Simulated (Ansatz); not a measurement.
# SnClF₃: up Jacob's ladder to CCSD(T)

Aim: compute SnClF₃ with functionals from several rungs and with coupled cluster. The yardstick is the atomisation energy at the CCSD(T) limit.

Method: functionals in def2-TZVPP, the program's frozen cores in correlated methods; program: Ansatz 0.2.0, Gaussian basis.

The runs, in order: LDA (SPW92), PBE-D4, revPBE-D4, BLYP-D4, r2SCAN-D4, B97M-V, PBE0-D4, B3LYP-D4, r2SCANh-D4, r2SCAN0-D4, HSE06-D4, BHLYP-D4, CAM-B3LYP-D4, LC-ωPBE, ωB97X-V, ωB97M-V, B2PLYP, PBE-QIDH; CCSD(T)/def2-SVP; CCSD(T)/def2-TZVPP; MP2/def2-QZVPP; extrapolation to the limit; RPA on PBE.

## 1. Structure used throughout

All runs share one geometry, relaxed beforehand with PBE0-D4 in a triple-zeta def2 set. Sn takes the def2 core potential; no spin-orbit term is included.

SMILES `[F][Sn]([F])([F])[Cl]`, 5 atoms, charge 0, spin multiplicity 1.

Atoms are counted from 1 here; the program's logs count them from 0.

Bond lengths: F1–Sn2 1.882 Å, Sn2–F3 1.882 Å, Sn2–F4 1.882 Å, Sn2–Cl5 2.261 Å. Angles: F1–Sn2–F3 107.2°, F1–Sn2–F4 107.2°, F1–Sn2–Cl5 111.6°, F3–Sn2–F4 107.2°, F3–Sn2–Cl5 111.7°, F4–Sn2–Cl5 111.7°.

## 2. LDA

This LDA is Slater exchange with PW92 correlation.

Input file in.yaml:

```yaml
crystal:
  periodic: [false, false, false]
  atoms:
    - {symbol: F, position_ang: [-0.996350, -0.400447, 1.550594]}
    - {symbol: Sn, position_ang: [0.010300, -0.049345, 0.000035]}
    - {symbol: F, position_ang: [1.757611, -0.670634, 0.318897]}
    - {symbol: F, position_ang: [-0.710735, -1.102618, -1.382542]}
    - {symbol: Cl, position_ang: [-0.010927, 2.149444, -0.528383]}
basis:
  gaussian: {orbitals: def2-TZVPP}
hamiltonian: {xc: lda}
output: {orbitals: {seedname: orbitals}}
```

On the command line:

```
> ansatz run in.yaml --threads 4 --pin off --events-out ev --progress --plain --max-ram 10444MiB
```

After this run come: PBE-D4 (GGA); revPBE-D4 (GGA); BLYP-D4 (GGA); r2SCAN-D4 (meta-GGA); B97M-V (meta-GGA); PBE0-D4 (hybrid); B3LYP-D4 (hybrid); r2SCANh-D4 (hybrid); r2SCAN0-D4 (hybrid); HSE06-D4 (hybrid); BHLYP-D4 (hybrid); CAM-B3LYP-D4 (range-separated); LC-ωPBE (range-separated); ωB97X-V (range-separated); ωB97M-V (range-separated); B2PLYP (double hybrid); PBE-QIDH (double hybrid); CCSD(T) in def2-SVP; CCSD(T) in def2-TZVPP; MP2 in def2-QZVPP; RPA on PBE orbitals.

Before running them: what should the planned runs give, taken together? Wanted: atomisation energy, CCSD(T)/CBS; farthest beyond LDA; mean size of error, GGA; mean size of error, meta-GGA; mean size of error, hybrid; mean size of error, range-separated; mean size of error, double hybrid; gap, smallest and largest; T1 diagnostic.

As calculated:

| quantity | value |
| --- | --- |
| atomisation energy, CCSD(T)/CBS | 1654.9 kJ/mol |
| functionals within 16.5 kJ/mol (1.0 %) | B97M-V |
| farthest beyond LDA | BHLYP-D4 (-174.5 kJ/mol) |
| mean size of error, GGA | 36.3 kJ/mol |
| mean size of error, meta-GGA | 13.2 kJ/mol |
| mean size of error, hybrid | 92.7 kJ/mol |
| mean size of error, range-separated | 33.3 kJ/mol |
| mean size of error, double hybrid | 70.6 kJ/mol |
| gap, smallest and largest | 4.52 eV (LDA (SPW92)), 12.51 eV (LC-ωPBE) |
| T1 diagnostic | 0.0143 |
| triples share of the correlation energy | 3.1 % |

What this shows: LDA overbinds by 288.9 kJ/mol (17 %). PBE-D4 misses by +19.4 kJ/mol. Double hybrids carry the basis error of their MP2 part in triple zeta, and no dispersion term here, so their miss is partly the set-up's. By mean error the best rung here is meta-GGA (13.2 kJ/mol) and the worst beyond LDA is hybrid (92.7 kJ/mol). The mean of the hybrids holds BHLYP, with half exact exchange. RPA and LDA stand outside this count. The reference freezes the cores and leaves out spin-orbit coupling and excitations past (T), and its outer-core shells are covered unevenly, so misses under about 16.5 kJ/mol can't be ranked. All levels share the lack of spin-orbit coupling, which lowers the free heavy atoms and so the true binding. Hartree-Fock recovers 64 % of the binding; the rest is correlation. CCSD(T) in def2-SVP is off by -208.2 kJ/mol, which most functionals beat. Orbital gaps span 4.5 to 12.5 eV; exact exchange widens them. Correlated methods include outer-core shells of Sn, which these sets cover unevenly.
